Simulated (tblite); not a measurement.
# C2H13NSi5: the cost of one run

Programs: PySCF 2.14.0 with density-fitted response routines of our own, and tblite 0.8.0. All values are computed, except where a source is named. Atoms count from 0 throughout.

## Step 1: The molecule as given

21 atoms, charge 0, multiplicity 1; geometry from: force field or distance geometry start.

Bonds of the start (Å): C0–C1 1.20, C0–H8 1.07, C1–Si2 1.87, N3–H10 1.02, N3–H11 1.01, Si2–H9 1.48, Si2–N3 1.72, Si2–Si4 2.22, Si4–Si5 2.24, Si4–Si6 2.24, Si4–Si7 2.25, Si5–H12 1.49, Si5–H13 1.48, Si5–H14 1.49, Si6–H15 1.50, Si6–H16 1.49, Si6–H17 1.49, Si7–H18 1.49, Si7–H19 1.48, Si7–H20 1.48.

## Step 2: GFN2-xTB relaxation, start minimum

What the job is given:

```
{"job": {"xc": "GFN2-xTB", "basis": "xTB", "kind": "relax"}, "charge": 0, "multiplicity": 1}
C     -3.341900     0.735700     1.422600
C     -2.594400     0.260000     0.620500
Si    -1.396300    -0.487000    -0.600900
N     -1.781200     0.199300    -2.127200
Si     0.708700    -0.161700     0.026300
Si     1.142300     2.016900     0.289600
Si     1.029300    -1.208800     1.979100
Si     2.121200    -1.042100    -1.480400
H     -4.022200     1.162400     2.129500
H     -1.687400    -1.926900    -0.749100
H     -2.670900    -0.195700    -2.440400
H     -1.953200     1.188900    -2.021300
H      0.285200     2.600900     1.364900
H      0.905300     2.773200    -0.963700
H      2.561000     2.228800     0.687900
H      0.141500    -0.647000     3.044600
H      2.436700    -1.056100     2.433500
H      0.733600    -2.666000     1.849300
H      1.825300    -2.485500    -1.683000
H      2.038100    -0.347500    -2.785600
H      3.510700    -0.924900    -0.996800
```

Command:

```
> OMP_NUM_THREADS=1 python ens_run.py task.json out
```

One launch serves the whole session.

Q: Estimate the wall time of this first job on 1 thread of Arm Neoverse N1, shared host.

About 2.6 s.
